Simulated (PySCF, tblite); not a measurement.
# C12H4N4: excited states

Wanted: excited states for C12H4N4 (`N#CC(C#N)=c1ccc(=C(C#N)C#N)cc1`).

Programs: tblite 0.8.0 and PySCF 2.14.0, with routines of our own; each step states its level. All values are computed. Atoms count from 0.

### Step 1. The starting structure

20 atoms, charge 0, multiplicity 1; geometry from: force field or distance geometry start.

### Step 2. Geometry optimisation with GFN2-xTB

What the job is given:

```
{"job": {"kind": "relax", "xc": "GFN2-xTB", "basis": "xTB"}, "charge": 0, "multiplicity": 1}
N     -3.557600     1.491000    -2.353900
C     -3.184900     0.857600    -1.470300
C     -2.689100     0.074000    -0.339500
C     -3.682000    -0.565300     0.468000
N     -4.474900    -1.112000     1.141600
C     -1.399900    -0.003700    -0.122600
C     -0.537500     0.678300    -0.992300
C      0.844200     0.639800    -0.811400
C      1.383800    -0.086800     0.229300
C      2.689600    -0.092600     0.355500
C      3.372100    -0.812600     1.406200
N      3.927400    -1.373800     2.256300
C      3.493300     0.651400    -0.599600
N      4.141500     1.254800    -1.363900
C      0.523700    -0.734400     1.073200
C     -0.849700    -0.720000     0.936100
H     -0.926100     1.253400    -1.816700
H      1.465500     1.170600    -1.513200
H      0.943000    -1.303500     1.895000
H     -1.487500    -1.255600     1.619200
```

Command:

```bash
$ OMP_NUM_THREADS=1 python excited_run.py task.json out
```

This one command runs all jobs of the session in turn.

The program printed:

```text
step      E/eV     max force
  0   -1066.02310    5.567
  1   -1066.25357    8.525
  2   -1066.43057    6.155
  3   -1066.73819    2.284
  4   -1066.83274    1.116
  5   -1066.83109    2.158
  6   -1066.86388    0.366
  7   -1066.87476    0.303
  8   -1066.88176    0.605
  9   -1066.88099    0.755
 10   -1066.88664    0.165
 11   -1066.88880    0.183
 12   -1066.89480    0.876
 13   -1066.90140    0.990
 14   -1066.90734    0.542
 15   -1066.91410    0.255
 16   -1066.91687    0.358
 17   -1066.92461    0.445
 18   -1066.93080    0.275
 19   -1066.93468    0.118
 20   -1066.93647    0.151
 21   -1066.93798    0.147
 22   -1066.93929    0.088
 23   -1066.94035    0.064
 24   -1066.94106    0.064
 25   -1066.94149    0.063
 26   -1066.94177    0.051
 27   -1066.94201    0.047
 28   -1066.94228    0.051
 29   -1066.94257    0.044
 30   -1066.94291    0.052
 31   -1066.94329    0.075
 32   -1066.94372    0.086
 33   -1066.94414    0.062
 34   -1066.94448    0.050
 35   -1066.94480    0.060
 36   -1066.94518    0.088
 37   -1066.94561    0.083
 38   -1066.94598    0.052
 39   -1066.94621    0.029
 40   -1066.94634    0.041
 41   -1066.94644    0.037
 42   -1066.94651    0.022
 43   -1066.94656    0.018
 44   -1066.94659    0.016
 45   -1066.94662    0.017
 46   -1066.94663    0.010
 47   -1066.94664    0.005
```

Run time: 0.56 s. Hardware: 1 thread of Arm Neoverse V1, shared host; peak memory 0.18 GiB.

Relaxation path: (not every step is listed) (the energy doesn't fall at every step)

```csv
step,energy from step 0 (eV),largest force (eV/Å)
0,0.0000,5.5666
1,-0.2305,8.5252
2,-0.4075,6.1551
3,-0.7151,2.2835
4,-0.8096,1.1160
5,-0.8080,2.1577
6,-0.8408,0.3659
7,-0.8517,0.3025
8,-0.8587,0.6047
11,-0.8657,0.1831
14,-0.8842,0.5419
17,-0.9015,0.4446
20,-0.9134,0.1508
23,-0.9172,0.0640
26,-0.9187,0.0505
29,-0.9195,0.0440
32,-0.9206,0.0856
35,-0.9217,0.0602
38,-0.9229,0.0516
41,-0.9233,0.0369
42,-0.9234,0.0225
43,-0.9235,0.0176
44,-0.9235,0.0158
45,-0.9235,0.0173
46,-0.9235,0.0105
47,-0.9235,0.0054
```

Distances of close pairs at the start and the end, largest changes first:

```csv
bond,before (Å),after (Å),change (Å)
C2–C5,1.310,1.386,+0.076
C8–C9,1.312,1.386,+0.074
C8–C14,1.368,1.433,+0.065
C1–C2,1.462,1.408,-0.054
C7–C8,1.379,1.433,+0.054
C9–C12,1.453,1.408,-0.045
C6–C7,1.394,1.351,-0.043
C5–C15,1.392,1.433,+0.041
```

The final coordinates are the input of the step that follows.

### Step 3. Vibrational analysis with GFN2-xTB

What the job is given:

```
{"job": {"kind": "ir", "xc": "GFN2-xTB", "basis": "xTB"}, "charge": 0, "multiplicity": 1}
N     -3.871430     1.396895    -2.265131
C     -3.373935     0.810437    -1.413550
C     -2.772662     0.088509    -0.364746
C     -3.668749    -0.582828     0.489177
N     -4.403960    -1.126940     1.182051
C     -1.399611     0.044107    -0.184801
C     -0.517105     0.740665    -1.073525
C      0.821490     0.697229    -0.897781
C      1.399404    -0.045476     0.182976
C      2.772459    -0.089654     0.363109
C      3.373978    -0.808047     1.414323
N      3.870300    -1.391097     2.268975
C      3.667222     0.583415    -0.490752
N      4.402287     1.130134    -1.181696
C      0.516832    -0.740964     1.072207
C     -0.821761    -0.698367     0.896221
H     -0.948327     1.302931    -1.889190
H      1.483689     1.223938    -1.569501
H      0.948555    -1.300353     1.889436
H     -1.483825    -1.223855     1.569161
```

The program printed:

```text
mode    cm-1     km/mol
  1      40.6      9.67
  2      42.4      0.01
  3      75.0      5.10
  4      96.8      0.00
  5     107.6      0.00
  6     121.6      0.00
  7     127.9      1.72
  8     127.9     13.56
  9     195.7     31.02
 10     272.2      0.01
 11     273.1      0.62
 12     320.4      0.00
 13     349.9      0.00
 14     355.3      0.04
 15     409.5      0.00
 16     435.7      0.04
 17     445.3     20.09
 18     480.8      2.08
 19     501.1      0.00
 20     545.6      7.42
 21     574.3      0.00
 22     587.0      0.00
 23     592.0      0.00
 24     596.1      0.01
 25     606.4      5.73
 26     695.1      0.00
 27     728.6      0.00
 28     827.9      0.00
 29     842.0     32.71
 30     931.7      0.27
 31     932.0      0.00
 32     948.1     13.26
 33    1001.1      0.00
 34    1017.8      1.72
 35    1131.4      2.02
 36    1194.9      0.00
 37    1211.4      0.02
 38    1213.4     22.28
 39    1268.0      0.00
 40    1329.7      3.00
 41    1348.5      6.33
 42    1425.9      0.00
 43    1438.0      0.00
 44    1528.1     90.23
 45    1543.4      4.62
 46    1606.6      0.00
 47    2321.0      3.58
 48    2321.4    318.35
 49    2357.4    479.77
 50    2357.6     29.09
 51    3086.2      0.04
 52    3086.9      0.15
 53    3097.6      1.20
 54    3097.9     17.72
```

Run time: 1.3 s. Hardware: 1 thread of Arm Neoverse V1, shared host; peak memory 0.18 GiB.

Which atoms move in the most intense modes:

```csv
cm⁻¹,km/mol,atoms
196,31.0,"C9 17 %, C2 17 %"
445,20.1,"C8 27 %, C5 27 %"
842,32.7,"H17 15 %, H18 15 %, H16 15 %, H19 15 %"
1213,22.3,"C9 36 %, C2 31 %"
1528,90.2,"C5 26 %, C8 26 %, C2 18 %, C9 18 %"
2321,318.4,"C3 18 %, C1 18 %, N4 12 %, N0 12 %"
2357,479.8,"C12 22 %, C10 22 %, N13 14 %, N11 14 %"
2358,29.1,"C1 22 %, C3 22 %, N0 14 %, N4 14 %"
```

### Step 4. Excited states: TDA CAM-B3LYP/def2-SVP

Settings changed since step 3:

```diff
@@ -1,2 +1,2 @@
-{"job": {"kind": "ir", "xc": "GFN2-xTB", "basis": "xTB"}, "charge": 0, "multiplicity": 1}
+{"job": {"kind": "states", "xc": "CAM-B3LYP", "basis": "def2-SVP", "tda": true, "soc": true, "nstates": 6, "ntriplets": 5, "nquad": 4}, "charge": 0, "multiplicity": 1}
 N     -3.871430     1.396895    -2.265131
```

Level: TDA CAM-B3LYP/def2-SVP excited states, vertical, gas phase, spin-orbit mean-field couplings.

The program printed:

```text
coarse grid: 19760 points
cycle   1  E = -677.3110719603  dE =  3.579e+00  |g| = 1.003e+00  |ddm| = 6.705e+00
cycle   2  E = -676.6153385419  dE =  6.957e-01  |g| = 2.067e+00  |ddm| = 2.870e+00
cycle   3  E = -677.5784304703  dE = -9.631e-01  |g| = 6.167e-02  |ddm| = 1.765e+00
cycle   4  E = -677.5797495217  dE = -1.319e-03  |g| = 2.506e-02  |ddm| = 1.812e-01
cycle   5  E = -677.5799202725  dE = -1.708e-04  |g| = 8.420e-03  |ddm| = 4.159e-02
cycle   6  E = -677.5799527370  dE = -3.246e-05  |g| = 1.822e-03  |ddm| = 1.582e-02
cycle   7  E = -677.5799564312  dE = -3.694e-06  |g| = 7.878e-04  |ddm| = 7.271e-03
final grid: 199952 points
cycle   8  E = -677.7073046098  dE = -4.461e-05  |g| = 3.022e-03  |ddm| = 5.400e-02
cycle   9  E = -677.7073048414  dE = -2.316e-07  |g| = 2.976e-03  |ddm| = 1.016e-02
cycle  10  E = -677.7073071511  dE = -2.310e-06  |g| = 7.563e-04  |ddm| = 4.511e-03
cycle  11  E = -677.7073072770  dE = -1.259e-07  |g| = 3.034e-04  |ddm| = 1.082e-03
cycle  12  E = -677.7073072914  dE = -1.443e-08  |g| = 1.776e-04  |ddm| = 4.420e-04
cycle  13  E = -677.7073072991  dE = -7.717e-09  |g| = 2.348e-05  |ddm| = 1.945e-04
cycle  14  E = -677.7073072993  dE = -1.676e-10  |g| = 1.051e-05  |ddm| = 3.475e-05
converged SCF energy = -677.7073072993

Singlet excitations
state   eV       nm        f     d(h-e)  d(exc)  Lambda  PR(NTO)  |dmu|/D   mu/D   main configurations
  1   3.6226   342.3   2.04417   0.001   4.513   0.871   1.115    0.001    0.011   H->L 0.94
  2   3.8223   324.4   0.00000   0.001   3.582   0.521   1.020    0.002    0.013   H-1->L 0.99
  3   4.8826   253.9   0.00000   0.001   4.863   0.826   1.496    0.002    0.010   H-2->L 0.79, H->L+2 0.18
  4   5.0647   244.8   0.00000   0.022   4.595   0.420   1.107    0.058    0.057   H-3->L 0.91
  5   5.1479   240.8   0.00000   0.020   4.770   0.373   1.132                     H-4->L 0.93
  6   5.2870   234.5   0.00000   0.001   3.850   0.540   1.033                     H->L+1 0.98

Triplet excitations (Tamm-Dancoff)
state   eV     d(h-e)  d(exc)  Lambda  PR(NTO)   main configurations
  1   1.0365   0.000   4.259   0.877   1.074   H->L 0.96
  2   2.9790   0.000   3.305   0.529   1.216   H-1->L 0.88
  3   3.2393   0.000   3.515   0.828   1.520   H-2->L 0.77, H->L+2 0.18
  4   4.7216   0.000   2.649   0.866   2.081   H-1->L+1 0.61, H-14->L 0.23
  5   4.8354   0.001   3.758   0.542   1.345   H->L+1 0.83, H-1->L 0.09
S1 - T1 = 2.5860 eV

Spin-orbit couplings |<S|Hso|T>| (cm-1)
             T1       T2       T3       T4       T5
S0        0.009    0.027    0.004    0.012    0.023
S1        0.001    0.004    0.002    0.004    0.013
S2        0.003    0.000    0.007    0.007    0.002
S3        0.016    0.003    0.003    0.004    0.030
S4        0.034    1.198    4.751    0.021    2.874
S5        5.838    0.005    0.026    4.147    0.010
S6        0.008    0.000    0.027    0.002    0.001
T1 sublevels (cm-1): 0.000 0.001 0.001   radiative rates (1/s): 2.39e-08 1.62e-06 2e-07
```

It took 2 min on 1 thread of Arm Neoverse V1, shared host; peak memory 1.3 GiB.

Key values:

```csv
quantity,value
S1 less T1,2.59 eV
```

Orbitals, density, ELF and potential are computed afterwards from the orbital file.

Frontier orbitals at CAM-B3LYP/def2-SVP, with the share of their density that lies nearest to each atom:

```csv
orbital,energy (eV),lies on
HOMO,-8.60,"C2, C9 about 18 % each; 4 N atoms about 8 % each"
LUMO,-4.06,"C2, C9 about 15 % each; C5, C8 about 9 % each"
```

ELF in a plane through or near 20 of the atoms.

Ten even steps from '0' (0.00) to '9' (1.00):
```
0000000000000000000000000000
0000000000000000000000000000
0000453100000000000013540000
0005887400173003710047885000
0038998510799009970158998300
0037835720899229980276498300
0025777650596666950567775200
0013686150156667510534863100
0001563672385665832762652000
0000015527527117258365100000
0000015528517117357355100000
0002562672385665832762652000
0013683350157665510517863100
0025777650696666960577775200
0038956720899229980275388300
0038998510799009970158998300
0005887400173003710047885000
0000453100000000000013540000
0000000000000000000000000000
0000000000000000000000000000
```
The map spans 13.6 Å across and 9.5 Å up, centred on the molecule. Atoms in the plane (x, y in Å): N0 (4.2, 2.2), C1 (3.6, 1.2), C2 (2.8, 0.0), C3 (3.6, -1.2), N4 (4.2, -2.2), C5 (1.4, 0.0), C6 (0.7, 1.2), C7 (-0.7, 1.2), C8 (-1.4, 0.0), C9 (-2.8, 0.0), C10 (-3.6, -1.2), N11 (-4.2, -2.2), C12 (-3.6, 1.2), N13 (-4.2, 2.2), C14 (-0.7, -1.2), C15 (0.7, -1.2), H16 (1.2, 2.2), H17 (-1.2, 2.2), H18 (-1.2, -2.2), H19 (1.2, -2.2).

On the surface of density 0.002 e/bohr³ the electrostatic potential runs, from the 1st to the 99th percentile, from -1.25 V near N11 to 1.68 V near H19.

### Step 5. What came out

```
                                                                  quantity                  value
                                 strongest single infrared mode (GFN2-xTB)  2357 cm⁻¹, 480 km/mol
                                              zero-point energy (GFN2-xTB)          77.4 kcal/mol
                               S1 less T1 (step 4, TDA CAM-B3LYP/def2-SVP)                2.59 eV
potential on the surface of density 0.002 e/bohr³, 1st and 99th percentile     -1.25 V and 1.68 V
```

**Reading.** No mode is imaginary among the 54: a minimum at this level. Unscaled tight-binding wavenumbers are off by several per cent, some by more. Its intensities can rank the bands wrongly. In step 4, the number of triplets below S1 is 3, and the largest singlet-triplet spin-orbit coupling is S5–T1, 5.84 cm⁻¹.
